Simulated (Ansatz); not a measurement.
# BrFH3Si2 radical: up Jacob's ladder to CCSD(T)

How much do the methods differ for BrFH3Si2 radical? The plan is to run it at one geometry with functionals of several rungs and with coupled cluster. The yardstick is the atomisation energy at the CCSD(T) limit.

Program: Ansatz 0.2.0, Gaussian basis. Level of theory: functionals in def2-TZVPP, the program's frozen cores in correlated methods. These are calculated values, not measurements.

The runs, in order: LDA (SPW92), PBE-D4, revPBE-D4, BLYP-D4, r2SCAN-D4, B97M-V, PBE0-D4, B3LYP-D4, r2SCANh-D4, r2SCAN0-D4, HSE06-D4, BHLYP-D4, CAM-B3LYP-D4, LC-ωPBE, ωB97X-V, ωB97M-V, B2PLYP, PBE-QIDH; CCSD(T)/def2-SVP; CCSD(T)/def2-TZVPP; MP2/def2-QZVPP; extrapolation to the limit; RPA on PBE.

### Step 1. Structure used throughout

An earlier PBE0-D4 in a triple-zeta def2 set relaxation fixed the geometry.

SMILES `F[Si]([SiH3])Br`, 7 atoms, charge 0, spin multiplicity 2.

Atoms are counted from 1 here; the program's logs count them from 0.

Bond lengths: F1–Si2 1.604 Å, Si2–Si3 2.359 Å, Si2–Br4 2.226 Å, Si3–H5 1.484 Å, Si3–H6 1.485 Å, Si3–H7 1.487 Å. Angles: F1–Si2–Si3 109.7°, F1–Si2–Br4 107.2°, Si3–Si2–Br4 108.8°, Si2–Si3–H5 106.6°, Si2–Si3–H6 108.5°, Si2–Si3–H7 111.1°, H5–Si3–H6 110.0°, H5–Si3–H7 110.4°, H6–Si3–H7 110.2°.

### Step 2. LDA

This LDA is Slater exchange with PW92 correlation.

File in.yaml:

```yaml
crystal:
  periodic: [false, false, false]
  atoms:
    - {symbol: F, position_ang: [-0.117538, -2.215050, 0.950986]}
    - {symbol: Si, position_ang: [-0.941179, -0.952283, 0.403103]}
    - {symbol: Si, position_ang: [0.521081, 0.870769, 0.084370]}
    - {symbol: Br, position_ang: [-1.803280, -1.530601, -1.565505]}
    - {symbol: H, position_ang: [-0.302340, 1.986047, -0.445842]}
    - {symbol: H, position_ang: [1.099110, 1.247287, 1.399593]}
    - {symbol: H, position_ang: [1.605345, 0.525830, -0.872406]}
basis:
  gaussian: {orbitals: def2-TZVPP}
magnetization: {spin_polarized: true, initial_magnetization: 1}
hamiltonian: {xc: lda}
output: {orbitals: {seedname: orbitals}}
```

Command:

```
$ ansatz run in.yaml --threads 4 --pin off --events-out ev --progress --plain --max-ram 10444MiB
```

After this run come: PBE-D4 (GGA); revPBE-D4 (GGA); BLYP-D4 (GGA); r2SCAN-D4 (meta-GGA); B97M-V (meta-GGA); B3LYP-D4 (hybrid); r2SCANh-D4 (hybrid); r2SCAN0-D4 (hybrid); HSE06-D4 (hybrid); BHLYP-D4 (hybrid); CAM-B3LYP-D4 (range-separated); LC-ωPBE (range-separated); ωB97X-V (range-separated); ωB97M-V (range-separated); B2PLYP (double hybrid); PBE-QIDH (double hybrid); CCSD(T) in def2-SVP; CCSD(T) in def2-TZVPP; MP2 in def2-QZVPP; RPA on PBE orbitals.

Before running them: what should the planned runs give, taken together? Wanted: atomisation energy, CCSD(T)/CBS; farthest beyond LDA; mean size of error, GGA; mean size of error, meta-GGA; mean size of error, hybrid; mean size of error, range-separated; mean size of error, double hybrid; gap, smallest and largest; T1 diagnostic.

The runs gave:

| quantity | value |
| --- | --- |
| atomisation energy, CCSD(T)/CBS | 503.3 kcal/mol |
| functionals within 5.0 kcal/mol (1.0 %) | PBE-D4, r2SCAN-D4, B97M-V, B3LYP-D4, r2SCANh-D4, CAM-B3LYP-D4, ωB97X-V, ωB97M-V |
| farthest beyond LDA | BHLYP-D4 (-14.6 kcal/mol) |
| mean size of error, GGA | 5.7 kcal/mol |
| mean size of error, meta-GGA | 2.4 kcal/mol |
| mean size of error, hybrid | 5.9 kcal/mol |
| mean size of error, range-separated | 4.2 kcal/mol |
| mean size of error, double hybrid | 9.2 kcal/mol |
| gap, smallest and largest | 0.98 eV (LDA (SPW92)), 8.18 eV (LC-ωPBE) |
| T1 diagnostic | 0.0132 |
| triples share of the correlation energy | 3.3 % |

LDA overbinds by 63.6 kcal/mol (13 %). PBE-D4 is off by +1.2 kcal/mol. Double hybrids carry the basis error of their MP2 part in triple zeta, and no dispersion term here, so their miss is partly the set-up's. The rungs meta-GGA, range-separated miss on average by less than the doubt on the reference (5.0 kcal/mol), so they tie. Misses under about 5.0 kcal/mol are within the doubt on the reference itself, which lacks core-valence correlation, relativity and higher excitations, and its outer-core shells are covered unevenly. All levels share the lack of spin-orbit coupling, which lowers the free heavy atoms and so the true binding. Hartree-Fock recovers 75 % of the binding; the rest is correlation. CCSD(T) in def2-SVP is off by -47.8 kcal/mol, which most functionals beat. Orbital gaps span 1.0 to 8.2 eV; exact exchange widens them. Correlated methods include outer-core shells of Br, which these sets cover unevenly.
